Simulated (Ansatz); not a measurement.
Task: a ladder of methods at one geometry of CH₇BSi₂, SMILES [SiH3][SiH]1BC1, with the Python package of Ansatz (0.2.0). Give the script and its output. Settings (for the species named): LC-wPBE, def2-SVP basis, multiplicity 1. The script varies functional: lc_wpbe, blyp, r2scan, hf.

```yaml
atoms:
  - { symbol: Si, position_ang: [-1.1325, 1.4089, -0.0653] }
  - { symbol: Si, position_ang: [-0.3449, -0.4775, 0.6708] }
  - { symbol: B, position_ang: [1.5914, -0.5144, 0.1017] }
  - { symbol: C, position_ang: [0.6123, -1.4583, -0.5167] }
  - { symbol: H, position_ang: [-1.1959, 1.4301, -1.5650] }
  - { symbol: H, position_ang: [-0.3404, 2.5813, 0.3899] }
  - { symbol: H, position_ang: [-2.5237, 1.6245, 0.4347] }
  - { symbol: H, position_ang: [-0.3150, -0.7850, 2.0983] }
  - { symbol: H, position_ang: [2.7359, -0.0965, 0.2296] }
  - { symbol: H, position_ang: [0.3176, -1.2380, -1.5518] }
  - { symbol: H, position_ang: [0.6607, -2.5321, -0.2056] }
```

`methods_ch7bsi2.py`
```python
from pathlib import Path
import warnings

import ansatz
from ase import Atoms
import numpy as np

warnings.simplefilter("ignore", ansatz.DeckWarning)

atoms = Atoms(["Si", "Si", "B", "C", "H", "H", "H", "H", "H", "H", "H"], positions=[
    (-1.1325, 1.4089, -0.0653),
    (-0.3449, -0.4775, 0.6708),
    (1.5914, -0.5144, 0.1017),
    (0.6123, -1.4583, -0.5167),
    (-1.1959, 1.4301, -1.565),
    (-0.3404, 2.5813, 0.3899),
    (-2.5237, 1.6245, 0.4347),
    (-0.315, -0.785, 2.0983),
    (2.7359, -0.0965, 0.2296),
    (0.3176, -1.238, -1.5518),
    (0.6607, -2.5321, -0.2056),
])
ch7bsi2 = ansatz.Crystal.molecule_from_ase(atoms)

calc = ch7bsi2.calculation().basis(gaussian="def2-SVP")

print("functional    E (Ha)        dipole (D)   HOMO (eV)  LUMO (eV)")
for name in ["lc_wpbe", "blyp", "r2scan", "hf"]:
    data = calc.functional(name).forces().orbitals().run(threads=1, runs_dir="runs").report
    lines = Path(data["orbitals_path"]).read_text().splitlines()
    field_of = lambda key: [line.split("=")[1].strip() for line in lines if line.startswith(key)]
    orbitals = [(27.211386 * float(e), s, float(n)) for e, s, n in zip(field_of("Ene="), field_of("Spin="), field_of("Occup="))]
    homo = max(e for e, _, n in orbitals if n > 0.5)
    lumo = min(e for e, _, n in orbitals if n < 0.5)
    dipole = 4.803205 * np.linalg.norm(data["charge_distribution"]["dipole_moment_e_ang"])
    print(f"{name:10s} {data['free_energy_ev'] / 27.211386246:14.6f} {dipole:9.3f} {homo:11.3f} {lumo:10.3f}")
```

Running `python methods_ch7bsi2.py` prints:
```text
functional    E (Ha)        dipole (D)   HOMO (eV)  LUMO (eV)
lc_wpbe       -645.575819     1.454      -8.283      0.351
blyp          -645.745700     1.477      -4.686     -2.760
r2scan        -645.715431     1.564      -5.101     -2.697
hf            -644.142648     1.502      -7.894      1.733
```

Caveats:
- Total energies depend on the basis set; only differences at equal settings carry meaning.
- The geometry is a force-field or estimated start, not a minimum of this method, and the basis set is short of its limit. A lower total doesn't mark the better method: functionals have no common bound, and MP2 and coupled cluster aren't variational.
- Levels such as HOMO and LUMO are orbital energies: with these approximate functionals they aren't the ionisation energy and electron affinity, and their gap isn't the fundamental gap.
- Hardware and time: 18 s on 1 thread of Arm Neoverse V1 (shared host), peak memory 0.26 GiB.
